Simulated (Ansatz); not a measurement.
# BeSb: the cost of one run

Computed with Ansatz 0.2.0 (DFT PBE, scalar-relativistic, plane waves, PAW, unless a step's input says otherwise).

1 further run of the same task is left out (set aside as unsound or not needed).

## 1. The starting structure

Symmetry: P-6m2, No. 187, hexagonal system. Conventional cell: a = 4.080 Å, b = 4.080 Å, c = 26.964 Å, α = 90.00°, β = 90.00°, γ = 120.00°. Be (site symmetry -6m2) has 3 Sb at 2.36 Å as nearest neighbours. Sb (site symmetry -6m2) is surrounded by 3 Be at 2.36 Å.

Structure file:

```xyz
2
Lattice="4.0802 0.0000 0.0000 -2.0401 3.5336 0.0000 0.0000 0.0000 26.9636" Properties=species:S:1:pos:R:3 pbc="T T F"
Be    2.0401    1.1779    8.0000
Sb    0.0000    2.3557    8.0000
```

The cell was relaxed beforehand at this level, from a generated guess; it needn't be the stable form of this composition. At a tolerance of 0.05 Å it has layer group p-6m2 (No. 78); it has 7.21 Å²/atom, an uncorrected energy of +0.72 eV/atom over the elements.

Only a and b are periodic; c spans vacuum, so the box's volume, pressure and space group aren't properties of the sheet.

## 2. Bands, states and charges

File input.yaml:

```yaml
crystal:
  lattice:
    - [4.080230005, 2.643e-07, 0.0]
    - [-2.0401152313, 3.5335827055, 0.0]
    - [0.0, 0.0, 26.96362304]
  atoms:
    - { symbol: Be, position: [0.6666666667, 0.3333333333, 0.2966960333] }
    - { symbol: Sb, position: [0.3333333333, 0.6666666667, 0.2966960333] }
  periodic: [true, true, false]
basis:
  ecutwfc: 420
kpoints:
  mp_grid: { grid: [18, 18, 1] }
  band_path:
    path:
      - [0.0, 0.0, 0.0]
      - [0.5, 0.0, 0.0]
      - [0.33333333, 0.33333333, 0.0]
      - [0.0, 0.0, 0.0]
    npoints: 14
hamiltonian:
  xc: pbe
scf:
  occupations: { method: gaussian, width: 0.1 }
  n_extra_bands: 6
output:
  forces: true
  stress: true
  eigenvalues: true
  populations: true
  dos: { projected: true, de: 0.02, nscf_kmesh: { grid: [22, 22, 1] } }
  bader: true
  write_density: true
  write_potential: true
  elf: true
  volumetric_format: npy
```

Started as:

```bash
ansatz run input.yaml --threads 1 --pin off --max-ram 2048MiB --backend cpu --events-out ev --progress --plain --runs-dir out
```

Q: Estimate wall time and peak memory on 1 thread of Arm Neoverse V2, shared host.

About 94 s, with a peak of 0.6 GiB.
